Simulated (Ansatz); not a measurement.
**Sc4GeSe: what a guessed cell relaxes into**

Aim: relax a trial structure of Sc4GeSe and see where it ends.

Program: Ansatz 0.2.0. Level of theory: DFT PBE, scalar-relativistic, plane waves, PAW. These are calculated values, not measurements.

## 1. The starting structure

Symmetry: P4/mmm, No. 123, tetragonal system. The conventional cell has a = 3.848 Å, b = 3.848 Å, c = 6.633 Å, α = 90.00°, β = 90.00°, γ = 90.00°. Sc (site symmetry mmm) is surrounded by 2 Ge at 1.92 Å. Sc (site symmetry 4mm) is surrounded by 1 Ge at 1.84 Å. Ge (site symmetry 4/mmm) is surrounded by 6 Sc at 1.84 to 1.92 Å. Around Se (site symmetry 4/mmm) lie 8 Sc at 3.10 Å.

Coordinates:

```cif
data_structure
_symmetry_space_group_name_H-M 'P4/mmm'
_symmetry_Int_Tables_number 123
_cell_length_a 3.8484
_cell_length_b 3.8484
_cell_length_c 6.6333
_cell_angle_alpha 90.000
_cell_angle_beta 90.000
_cell_angle_gamma 90.000
_cell_volume 98.24
loop_
_atom_site_label
_atom_site_type_symbol
_atom_site_symmetry_multiplicity
_atom_site_Wyckoff_symbol
_atom_site_fract_x
_atom_site_fract_y
_atom_site_fract_z
_atom_site_occupancy
Sc1 Sc 2 f 0.50000 0.00000 0.00000 1
Sc2 Sc 2 g 0.00000 0.00000 0.27700 1
Ge1 Ge 1 a 0.00000 0.00000 0.00000 1
Se1 Se 1 d 0.50000 0.50000 0.50000 1
```

A structure generator made this guess: species swapped into a database cell of RbAlF4 (P4/mmm, No. 123), with Se on the Rb sites, Ge on the Al sites and Sc on the F sites. The dimensions are guesses.

## 2. Probe: one point on a coarse mesh

Contents of input.yaml:

```yaml
crystal:
  lattice:
    - [3.84841369, 0.0, 0.0]
    - [0.0, 3.84841369, 0.0]
    - [0.0, 0.0, 6.63326971]
  atoms:
    - { symbol: Sc, position: [0.5, 0.0, 0.0] }
    - { symbol: Sc, position: [0.0, 0.5, 0.0] }
    - { symbol: Sc, position: [0.0, 0.0, 0.27700001] }
    - { symbol: Sc, position: [0.0, 0.0, 0.72299999] }
    - { symbol: Ge, position: [0.0, 0.0, 0.0] }
    - { symbol: Se, position: [0.5, 0.5, 0.5] }
basis:
  ecutwfc: 420
kpoints:
  mp_grid: { grid: [4, 4, 4] }
hamiltonian:
  xc: pbe
scf:
  occupations: { method: gaussian, width: 0.1 }
  lower_state_search: "off"
output:
  forces: true
  stress: true
  eigenvalues: true
```

Run with:

```sh
$ ansatz run input.yaml --threads 1 --pin off --max-ram 2560MiB --backend cpu --events-out ev --progress --plain --runs-dir out
```

The session goes on with these runs: a loose first relaxation; spin check on a coarse mesh; full relaxation.

Q: Predict the outcome of this session. Wanted: conventional cell; volume; energy over the elements; gap on the mesh.

**Answer**, as computed:

| quantity | value |
| --- | --- |
| symmetry at the end (tolerance 0.05 Å) | space group P4/mmm (No. 123) |
| conventional cell | a = 4.913 Å, b = 4.913 Å, c = 8.049 Å, α = 90.00°, β = 90.00°, γ = 90.00° |
| volume | 32.38 Å³/atom |
| energy over the elements | +0.50 eV/atom |
| gap on the mesh | none (metal) |

What this shows: The space group P4/mmm (No. 123) is kept, and the volume per atom grows by 97.7 % from the first guess. The formation energy is positive, so the separate elements lie lower. No finished test with a distortion of lower symmetry is shown, so the end may be a saddle point. Where forces pass 15 eV/Å atoms stand far too close, the PAW spheres overlap strongly and those numbers are rough. Other magnetic orders were not searched.
